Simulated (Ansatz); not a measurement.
Task: a relaxation driven by ASE of Ca₃Y, space group Fm-3m, with the Ansatz DFT code, driven from Python. Give the script and its output. Settings (first run): LDA, PAW, the default cutoff (420 eV here), 4×4×4 k-points, Methfessel-Paxton smearing of 0.1 eV.

```
CELL_PARAMETERS angstrom
0.00000 4.24557 4.24557
4.24557 0.00000 4.24557
4.24557 4.24557 0.00000
ATOMIC_POSITIONS crystal
Ca 0.25000 0.25000 0.25000
Ca 0.75000 0.75000 0.75000
Ca 0.50000 0.50000 0.50000
Y 0.00000 0.00000 0.00000
```

Script `ca3y.py`:
```python
"""Relax Ca3Y with an ASE optimiser on Ansatz forces."""

import logging
import sys
import warnings

import ansatz as az
from ase import Atoms
from ase.calculators.calculator import Calculator, all_changes
from ase.optimize import BFGS
import numpy as np

logging.basicConfig(stream=sys.stdout, format="%(levelname)s:%(name)s:%(message)s")
log = logging.getLogger("ansatz_job")
log.setLevel(logging.INFO)


class Ansatz(Calculator):
    implemented_properties = ["energy", "free_energy", "forces"]

    def calculate(self, atoms=None, properties=("energy",), system_changes=all_changes):
        super().calculate(atoms, properties, system_changes)
        bare = self.atoms.copy()
        bare.set_constraint()
        bare.set_momenta(None)
        job = (
            az.Crystal.from_ase(bare).calculation()
            .functional("lda")
            .occupations("methfessel_paxton")
            .pseudopotentials("paw")
            .kpoints(4, 4, 4)
            .forces()
        )
        report = job.run().report
        self.results["free_energy"] = report["lagrangian_ev"]
        self.results["energy"] = report.get("lagrangian_sigma0_ev", report["lagrangian_ev"])
        self.results["forces"] = np.array(report["forces_ev_ang"])

warnings.simplefilter("ignore")
atoms = Atoms(
    ["Ca", "Ca", "Ca", "Y"],
    cell=[(0.0, 4.245565, 4.245565), (4.245565, 0.0, 4.245565), (4.245565, 4.245565, 0.0)],
    scaled_positions=[
        (0.25, 0.25, 0.25),
        (0.75, 0.75, 0.75),
        (0.5, 0.5, 0.5),
        (0.0, 0.0, 0.0),
    ],
    pbc=True,
)
atoms.rattle(0.07, seed=14)
atoms.calc = Ansatz()
before = atoms.get_potential_energy(), atoms.get_volume()
optimiser = BFGS(atoms, logfile=None)


def tell():
    fmax = np.linalg.norm(atoms.get_forces(), axis=1).max()
    log.info(f"step {optimiser.nsteps:2d}  E = {atoms.get_potential_energy():.5f} eV  fmax = {fmax:.4f}  V = {atoms.get_volume():.3f} A^3")


optimiser.attach(tell)
met = optimiser.run(fmax=0.02, steps=12)
print("threshold met:", bool(met), " energy gained:", round(before[0] - atoms.get_potential_energy(), 5), "eV")
print("cell lengths and angles:", np.round(atoms.cell.cellpar(), 3))
print(np.round(atoms.get_scaled_positions(), 4))
```

```console
$ python ca3y.py
INFO:ansatz_job:step  0  E = -9062.71626 eV  fmax = 0.3951  V = 153.051 A^3
INFO:ansatz_job:step  1  E = -9062.72112 eV  fmax = 0.3756  V = 153.051 A^3
INFO:ansatz_job:step  2  E = -9062.76654 eV  fmax = 0.1274  V = 153.051 A^3
INFO:ansatz_job:step  3  E = -9062.76711 eV  fmax = 0.1278  V = 153.051 A^3
INFO:ansatz_job:step  4  E = -9062.76991 eV  fmax = 0.1059  V = 153.051 A^3
INFO:ansatz_job:step  5  E = -9062.77199 eV  fmax = 0.0635  V = 153.051 A^3
INFO:ansatz_job:step  6  E = -9062.77318 eV  fmax = 0.0235  V = 153.051 A^3
INFO:ansatz_job:step  7  E = -9062.77337 eV  fmax = 0.0075  V = 153.051 A^3
threshold met: True  energy gained: 0.05711 eV
cell lengths and angles: [ 6.004  6.004  6.004 60.    60.    60.   ]
[[0.2437 0.2559 0.2484]
 [0.7436 0.7553 0.749 ]
 [0.4931 0.5059 0.4989]
 [0.9932 0.0054 0.9987]]
```

Absolute energies stand on the zero of these potentials, so only differences at equal settings mean something. A total without «per atom» is that of the whole cell that was run. For a metal this k-point mesh is coarse: on a finer one energies can move by several to tens of meV an atom and pressures by half a GPa or more, differences at one mesh by less. This cell is a computed structure, which may not be the phase found in nature. Timing: 48 s on 1 thread of Arm Neoverse V2, with other jobs on the host, peak memory 0.5 GiB.
